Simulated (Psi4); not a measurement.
**UPBE0/def2-SVPD run of CH2GeN (SMILES N#[C][GeH2]), part 1 of 2**

Aim: the energy change on altering one bond length of CH2GeN at UPBE0/def2-SVPD, from 2 runs. 

Program for the calculation: Psi4 1.11.

## 1. The system as given

CH2GeN has 5 atoms, charge 0, and is taken as a doublet. SMILES: `N#[C][GeH2]`. The shape is that of a PBE0-D4/def2-TZVP optimisation.

Bond lengths: N1–C2 1.154 Å, C2–Ge3 1.912 Å, Ge3–H4 1.534 Å, Ge3–H5 1.534 Å. Angles: N1–C2–Ge3 175.5°, C2–Ge3–H4 108.2°, C2–Ge3–H5 108.2°, H4–Ge3–H5 114.7°.

## 2. Energy and forces at UPBE0/def2-SVPD

Input file input.dat:

```
memory 2200 MB

molecule m {
  0 2
  N      1.590700    -1.029300     1.293200
  C      0.838400    -0.535900     0.570400
  Ge    -0.315900     0.241400    -0.740100
  H     -1.658900    -0.498000    -0.695900
  H     -0.404300     1.748400    -0.468900
  symmetry c1
}

set {
  reference            uks
  puream               true
  e_convergence        1e-09
  d_convergence        1e-08
  scf_type             pk
  dft_radial_points    99
  dft_spherical_points 590
  maxiter              100
}

result, w = gradient('pbe0/def2-SVPD', return_wfn=True)
oeprop(w, 'MULLIKEN_CHARGES', 'DIPOLE', 'QUADRUPOLE', title='PBE0')
print_variables()
```

Started as:

```bash
$ psi4 input.dat output.dat -n 1
```

output.dat:

```text
Psi4 1.11 release

gradient() will perform analytic gradient computation.

   => Loading Basis Set <=

    Name: DEF2-SVPD
    Role: ORBITAL
    Keyword: BASIS

         ---------------------------------------------------------
                                   SCF
                              UKS Reference
                        1 Threads,   2098 MiB Core
         ---------------------------------------------------------

  ==> Geometry <==

    Molecular point group: c1
    Full point group: C1

    Geometry (in Angstrom), charge = 0, multiplicity = 2:

       Center              X                  Y                   Z               Mass
    ------------   -----------------  -----------------  -----------------  -----------------
         N            1.522969454515    -1.012236933333     1.596608208177    14.003074004430
         C            0.770669454515    -0.518836933333     0.873808208177    12.000000000000
         GE          -0.383630545485     0.258463066667    -0.436691791823    73.921177761000
         H           -1.726630545485    -0.480936933333    -0.392491791823     1.007825032230
         H           -0.472030545485     1.765463066667    -0.165491791823     1.007825032230

  Running in c1 symmetry.

  Rotational constants: A =      3.98167  B =      0.12452  C =      0.12227 [cm^-1]
  Rotational constants: A = 119367.60775  B =   3732.99854  C =   3665.57239 [MHz]
  Nuclear repulsion =  137.584871191227109

  Charge       = 0
  Multiplicity = 2
  Electrons    = 47
  Nalpha       = 24
  Nbeta        = 23

  ==> Algorithm <==

  SCF Algorithm Type is PK.
  DIIS enabled.
  MOM disabled.
  Fractional occupation disabled.
  Guess Type is SAD.
  Energy threshold   = 1.00e-09
  Density threshold  = 1.00e-08
  Integral threshold = 1.00e-12

  ==> Primary Basis <==

  Basis Set: DEF2-SVPD
    Blend: DEF2-SVPD
    Number of shells: 38
    Number of basis functions: 94
    Number of Cartesian functions: 102
    Spherical Harmonics?: true
    Max angular momentum: 2

  ==> DFT Potential <==

   => LibXC <=

    Version 7.1.2

   => Composite Functional: PBE0 <=

    PBE0 Hyb-GGA Exchange-Correlation Functional

    Deriv               =              1
    GGA                 =           TRUE
    Meta                =          FALSE

    Exchange Hybrid     =           TRUE
    MP2 Hybrid          =          FALSE

   => Exchange Functionals <=

    0.7500   Perdew, Burke & Ernzerhof

   => Exact (HF) Exchange <=

    0.2500               HF

   => Correlation Functionals <=

    1.0000   Perdew, Burke & Ernzerhof

   => LibXC Density Thresholds  <==

    XC_HYB_GGA_XC_PBEH:  1.00E-15

   => Molecular Quadrature <=

    Radial Scheme          =       TREUTLER
    Pruning Scheme         =           NONE
    Nuclear Scheme         =       TREUTLER

    Blocking Scheme        =         OCTREE
    BS radius alpha        =              1
    Pruning alpha          =              1
    Radial Points          =             99
    Spherical Points       =            590
    Total Points           =         281516
    Total Blocks           =           2111
    Max Points             =            256
    Max Functions          =             93
    Weights Tolerance      =       1.00E-15

  ==> Integral Setup <==

  Using in-core PK algorithm.
   Calculation information:
      Number of atoms:                   5
      Number of AO shells:              38
      Number of primitives:             72
      Number of atomic orbitals:       102
      Number of basis functions:        94

      Integral cutoff                 1.00e-12
      Number of threads:                 1

  Performing in-core PK
  Using 19940690 doubles for integral storage.
  We computed 261733 shell quartets total.
  Whereas there are 274911 unique shell quartets.

  ==> DiskJK: Disk-Based J/K Matrices <==

    J tasked:                  Yes
    K tasked:                  Yes
    wK tasked:                  No
    Memory [MiB]:              930
    Schwarz Cutoff:          1E-12

  Cached 100.0% of DFT collocation blocks in 0.628 [GiB].

  Minimum eigenvalue in the overlap matrix is 3.6378227073E-04.
  Reciprocal condition number of the overlap matrix is 5.7284997261E-05.
    Using symmetric orthogonalization.

  ==> Pre-Iterations <==

  SCF Guess: Superposition of Atomic Densities via on-the-fly atomic UHF (no occupation information).

   -------------------------
    Irrep   Nso     Nmo
   -------------------------
     A         94      94
   -------------------------
    Total      94      94
   -------------------------

  ==> Iterations <==

                        Total Energy        Delta E     RMS |[F,P]|

   @UKS iter SAD: -2166.58153806779228   -2.16658e+03   0.00000e+00
   @UKS iter   1: -2168.94121091741636   -2.35967e+00   2.55818e-02 ADIIS/DIIS
   @UKS iter   2: -2167.22180904478637    1.71940e+00   4.60570e-02 ADIIS/DIIS
   @UKS iter   3: -2170.27478094966546   -3.05297e+00   2.98422e-03 ADIIS/DIIS
   @UKS iter   4: -2170.29121505675403   -1.64341e-02   7.45329e-04 ADIIS/DIIS
   @UKS iter   5: -2170.29383269275741   -2.61764e-03   2.79336e-04 ADIIS/DIIS
   @UKS iter   6: -2170.29405451644561   -2.21824e-04   1.32171e-04 ADIIS/DIIS
   @UKS iter   7: -2170.29412932539890   -7.48090e-05   1.60201e-05 DIIS
   @UKS iter   8: -2170.29413207547850   -2.75008e-06   6.29870e-06 DIIS
   @UKS iter   9: -2170.29413320699814   -1.13152e-06   3.04902e-06 DIIS
   @UKS iter  10: -2170.29413351381663   -3.06818e-07   1.32778e-06 DIIS
   @UKS iter  11: -2170.29413356912983   -5.53132e-08   3.47962e-07 DIIS
   @UKS iter  12: -2170.29413357196108   -2.83126e-09   1.18035e-07 DIIS
   @UKS iter  13: -2170.29413357229805   -3.36968e-10   5.09138e-08 DIIS
   @UKS iter  14: -2170.29413357235808   -6.00267e-11   1.28408e-08 DIIS
   @UKS iter  15: -2170.29413357236399   -5.91172e-12   3.03317e-09 DIIS
  Energy and wave function converged.

  ==> Post-Iterations <==

   Electrons on quadrature grid:
      Nalpha   =   23.9999999473 ; deviation = -5.266e-08
      Nbeta    =   22.9999999934 ; deviation = -6.626e-09
      Ntotal   =   46.9999999407 ; deviation = -5.929e-08

   @Spin Contamination Metric:   3.788429331E-03
   @S^2 Expected:                7.500000000E-01
   @S^2 Observed:                7.537884293E-01
   @S   Expected:                5.000000000E-01
   @S   Observed:                5.000000000E-01

    Orbital Energies [Eh]
    ---------------------

    Alpha Occupied:

       1A   -399.108624     2A    -49.948747     3A    -44.444384
       4A    -44.442818     5A    -44.442056     6A    -14.407705
       7A    -10.272056     8A     -6.331623     9A     -4.491202
      10A     -4.487813    11A     -4.485146    12A     -1.286305
      13A     -1.285067    14A     -1.283234    15A     -1.281165
      16A     -1.280928    17A     -0.932649    18A     -0.639580
      19A     -0.467424    20A     -0.412172    21A     -0.387020
      22A     -0.377701    23A     -0.363085    24A     -0.264146

    Alpha Virtual:

      25A     -0.015873    26A     -0.013256    27A      0.001391
      28A      0.021133    29A      0.053054    30A      0.056217
      31A      0.093463    32A      0.122168    33A      0.133445
      34A      0.135850    35A      0.150127    36A      0.178651
      37A      0.193707    38A      0.213388    39A      0.235390
      40A      0.259778    41A      0.262466    42A      0.272080
      43A      0.285814    44A      0.293360    45A      0.306510
      46A      0.343731    47A      0.365909    48A      0.385602
      49A      0.394500    50A      0.427708    51A      0.467690
      52A      0.469105    53A      0.525555    54A      0.527345
      55A      0.548045    56A      0.603396    57A      0.624173
      58A      0.634263    59A      0.661541    60A      0.694494
      61A      0.701232    62A      0.723306    63A      0.780189
      64A      0.817590    65A      0.880887    66A      0.961468
      67A      0.979790    68A      1.015758    69A      1.130349
      70A      1.181842    71A      1.234719    72A      1.260452
      73A      1.522601    74A      1.620680    75A      1.678156
      76A      1.726392    77A      1.757460    78A      1.784949
      79A      1.802974    80A      1.818168    81A      1.838686
      82A      1.905280    83A      2.030171    84A      2.439467
      85A      2.443336    86A      2.455182    87A      2.530183
      88A      2.552453    89A      2.598037    90A      2.706220
      91A      2.812223    92A      2.922857    93A      2.930199
      94A      3.507927

    Beta Occupied:

       1A   -399.107127     2A    -49.948190     3A    -44.442566
       4A    -44.442112     5A    -44.441662     6A    -14.405228
       7A    -10.272796     8A     -6.329211     9A     -4.487095
      10A     -4.485382    11A     -4.484260    12A     -1.283501
      13A     -1.280817    14A     -1.280652    15A     -1.278666
      16A     -1.278318    17A     -0.928263    18A     -0.619839
      19A     -0.458755    20A     -0.404256    21A     -0.378547
      22A     -0.370117    23A     -0.359566

    Beta Virtual:

      24A     -0.138865    25A     -0.009112    26A     -0.001737
      27A      0.016215    28A      0.033965    29A      0.067332
      30A      0.076467    31A      0.100073    32A      0.127033
      33A      0.138908    34A      0.145094    35A      0.162247
      36A      0.196424    37A      0.205052    38A      0.224494
      39A      0.237480    40A      0.266076    41A      0.269765
      42A      0.282413    43A      0.294095    44A      0.299420
      45A      0.315379    46A      0.358463    47A      0.372677
      48A      0.390122    49A      0.413490    50A      0.434601
      51A      0.474417    52A      0.475512    53A      0.539621
      54A      0.542835    55A      0.558657    56A      0.608346
      57A      0.637954    58A      0.645461    59A      0.673231
      60A      0.702270    61A      0.713891    62A      0.730538
      63A      0.796357    64A      0.821533    65A      0.887383
      66A      0.967893    67A      0.990740    68A      1.022959
      69A      1.131350    70A      1.186209    71A      1.243339
      72A      1.262976    73A      1.526140    74A      1.627657
      75A      1.685712    76A      1.732591    77A      1.758613
      78A      1.782673    79A      1.805136    80A      1.822510
      81A      1.841651    82A      1.914859    83A      2.041084
      84A      2.448574    85A      2.451314    86A      2.464101
      87A      2.544424    88A      2.566898    89A      2.614493
      90A      2.713188    91A      2.816502    92A      2.928559
      93A      2.931954    94A      3.510650

    Final Occupation by Irrep:
              A
    DOCC [    23 ]
    SOCC [     1 ]
    NA   [    24 ]
    NB   [    23 ]

  @UKS Final Energy: -2170.29413357236399

   => Energetics <=

    Nuclear Repulsion Energy =            137.5848711912271085
    One-Electron Energy =               -3293.3512995654118640
    Two-Electron Energy =                1054.6575390997054456
    DFT Exchange-Correlation Energy =     -69.1852442978846085
    Empirical Dispersion Energy =           0.0000000000000000
    VV10 Nonlocal Energy =                  0.0000000000000000
    Total Energy =                      -2170.2941335723639895

  UHF NO Occupations:
  HONO-2 :   22  A 1.9996361
  HONO-1 :   23  A 1.9988225
  HONO-0 :   24  A 1.0000000
  LUNO+0 :   25  A 0.0011775
  LUNO+1 :   26  A 0.0003639
  LUNO+2 :   27  A 0.0001557
  LUNO+3 :   28  A 0.0001256

Computation Completed

Properties will be evaluated at   0.000000,   0.000000,   0.000000 [a0]

Properties computed using the SCF density matrix

 Multipole Moments:

 ------------------------------------------------------------------------------------
     Multipole            Electronic (a.u.)      Nuclear  (a.u.)        Total (a.u.)
 ------------------------------------------------------------------------------------

 L = 1.  Multiply by 2.5417464519 to convert [e a0] to [Debye]
 Dipole X            :         -2.4926883            1.5306108           -0.9620775
 Dipole Y            :          1.8510230           -1.2157286            0.6352944
 Dipole Z            :         -4.5331197            3.5658863           -0.9672334
 Magnitude           :                                                    1.5049028

 ------------------------------------------------------------------------------------

	total time  =         24 seconds =       0.40 minutes

         ------------------------------------------------------------
                                   SCF GRAD
         ------------------------------------------------------------

  ==> Geometry <==

    Molecular point group: c1
    Full point group: C1

    Geometry (in Angstrom), charge = 0, multiplicity = 2:

       Center              X                  Y                   Z               Mass
    ------------   -----------------  -----------------  -----------------  -----------------
         N            1.522969454515    -1.012236933333     1.596608208177    14.003074004430
         C            0.770669454515    -0.518836933333     0.873808208177    12.000000000000
         GE          -0.383630545485     0.258463066667    -0.436691791823    73.921177761000
         H           -1.726630545485    -0.480936933333    -0.392491791823     1.007825032230
         H           -0.472030545485     1.765463066667    -0.165491791823     1.007825032230

  Nuclear repulsion =  137.584871191227109

  ==> Basis Set <==

  Basis Set: DEF2-SVPD
    Blend: DEF2-SVPD
    Number of shells: 38
    Number of basis functions: 94
    Number of Cartesian functions: 102
    Spherical Harmonics?: true
    Max angular momentum: 2

  ==> DirectJKGrad: Integral-Direct SCF Gradients <==

    Gradient:                    1
    J tasked:                  Yes
    K tasked:                  Yes
    wK tasked:                  No
    Integrals threads:           1
    Schwarz Cutoff:          1E-12

  ==> DFT Potential <==

   => LibXC <=

    Version 7.1.2

   => Composite Functional: PBE0 <=

    PBE0 Hyb-GGA Exchange-Correlation Functional

    Deriv               =              1
    GGA                 =           TRUE
    Meta                =          FALSE

    Exchange Hybrid     =           TRUE
    MP2 Hybrid          =          FALSE

   => Exchange Functionals <=

    0.7500   Perdew, Burke & Ernzerhof

   => Exact (HF) Exchange <=

    0.2500               HF

   => Correlation Functionals <=

    1.0000   Perdew, Burke & Ernzerhof

   => LibXC Density Thresholds  <==

    XC_HYB_GGA_XC_PBEH:  1.00E-15

   => Molecular Quadrature <=

    Radial Scheme          =       TREUTLER
    Pruning Scheme         =           NONE
    Nuclear Scheme         =       TREUTLER

    Blocking Scheme        =         OCTREE
    BS radius alpha        =              1
    Pruning alpha          =              1
    Radial Points          =             99
    Spherical Points       =            590
    Total Points           =         281516
    Total Blocks           =           2111
    Max Points             =            256
    Max Functions          =             93
    Weights Tolerance      =       1.00E-15

  -Total Gradient:
     Atom            X                  Y                   Z
    ------   -----------------  -----------------  -----------------
       1       -0.011226161634     0.007362476314    -0.010789100532
       2        0.010475992561    -0.006865361961     0.009976118046
       3        0.000393358394    -0.000309706473     0.000836441791
       4        0.000319577666     0.000150685834     0.000014823088
       5        0.000036136856    -0.000337517133    -0.000037917613

	total time  =          8 seconds =       0.13 minutes

Properties will be evaluated at   0.000000,   0.000000,   0.000000 [a0]

Properties computed using the PBE0 density matrix

 Multipole Moments:

 ------------------------------------------------------------------------------------
     Multipole            Electronic (a.u.)      Nuclear  (a.u.)        Total (a.u.)
 ------------------------------------------------------------------------------------

 L = 1.  Multiply by 2.5417464519 to convert [e a0] to [Debye]
 Dipole X            :         -2.4926883            1.5306108           -0.9620775
 Dipole Y            :          1.8510230           -1.2157286            0.6352944
 Dipole Z            :         -4.5331197            3.5658863           -0.9672334
 Magnitude           :                                                    1.5049028

 L = 2.  Multiply by 1.3450342976 to convert [e a0^2] to [Debye ang]
 Quadrupole XX       :       -123.1352583           98.9657149          -24.1695434
 Quadrupole XY       :         60.2356039          -58.4449138            1.7906901
 Quadrupole XZ       :        -99.6790196           97.0555210           -2.6234986
 Quadrupole YY       :        -73.5926887           50.9711547          -22.6215339
 Quadrupole YZ       :         65.1835761          -63.3807179            1.8028582
 Quadrupole ZZ       :       -127.2965367          102.5223341          -24.7742026
 Traceless XX        :        -15.1270971           14.8126470           -0.3144501
 Traceless YY        :         34.4154725          -33.1819132            1.2335594
 Traceless ZZ        :        -19.2883755           18.3692662           -0.9191093

 ------------------------------------------------------------------------------------
  Mulliken Charges: (a.u.)
   Center  Symbol    Alpha    Beta     Spin     Total
       1     N     3.61489  3.50240  0.11250 -0.11729
       2     C     3.00195  3.04071 -0.03877 -0.04266
       3    GE    16.39492 15.52911  0.86581  0.07597
       4     H     0.49412  0.46390  0.03022  0.04199
       5     H     0.49412  0.46389  0.03023  0.04199

   Total alpha = 24.00000, Total beta = 23.00000, Total charge =  0.00000

  Variable Map:
  ----------------------------------------------------------------------------
  "CURRENT ENERGY"              =>   -2170.294133572364
  "CURRENT REFERENCE ENERGY"    =>   -2170.294133572364
  "DD SOLVATION ENERGY"         =>       0.000000000000
  "DFT FUNCTIONAL TOTAL ENERGY" =>   -2170.294133572364
  "DFT TOTAL ENERGY"            =>   -2170.294133572364
  "DFT VV10 ENERGY"             =>       0.000000000000
  "DFT XC ENERGY"               =>     -69.185244297885
  "GRID ELECTRONS ALPHA"        =>      23.999999947336
  "GRID ELECTRONS BETA"         =>      22.999999993374
  "GRID ELECTRONS TOTAL"        =>      46.999999940709
  "NUCLEAR REPULSION ENERGY"    =>     137.584871191227
  "ONE-ELECTRON ENERGY"         =>   -3293.351299565412
  "PCM POLARIZATION ENERGY"     =>       0.000000000000
  "PE ENERGY"                   =>       0.000000000000
  "SCF ITERATION ENERGY"        =>   -2170.294133572364
  "SCF ITERATIONS"              =>      15.000000000000
  "SCF TOTAL ENERGY"            =>   -2170.294133572364
  "TWO-ELECTRON ENERGY"         =>    1054.657539099705
  "XC GRID RADIAL POINTS"       =>      99.000000000000
  "XC GRID SPHERICAL POINTS"    =>     590.000000000000
  "XC GRID TOTAL POINTS"        =>  281516.000000000000

  Array Variable Map:
  ----------------------------------------------------------------------------
  "CURRENT DIPOLE"              =>      -0.962077492644 ... -0.967233407893 1 by 3
  "CURRENT GRADIENT"            =>      -0.011226161634 ... -0.000037917613 5 by 3
  "DFT TOTAL GRADIENT"          =>      -0.011226161634 ... -0.000037917613 5 by 3
  "PBE0 DIPOLE"                 =>      -0.962077492644 ... -0.967233407893 1 by 3
  "PBE0 QUADRUPOLE"             =>     -24.169543382597 ... -24.774202582686 1 by 6
  "SCF DIPOLE"                  =>      -0.962077492644 ... -0.967233407893 1 by 3
  "SCF TOTAL ENERGIES"          =>   -2166.581538067792 ... -2170.294133572364 1 by 16
  "SCF TOTAL GRADIENT"          =>      -0.011226161634 ... -0.000037917613 5 by 3

    Psi4 run time: 0:00:32.53
```

Run time: 34 s. Hardware: 1 thread of Intel Xeon Platinum 8259CL at 2.50GHz (Skylake/Cascade Lake), shared host; peak memory 1 GiB.

(Continued in part 2 of 2.)
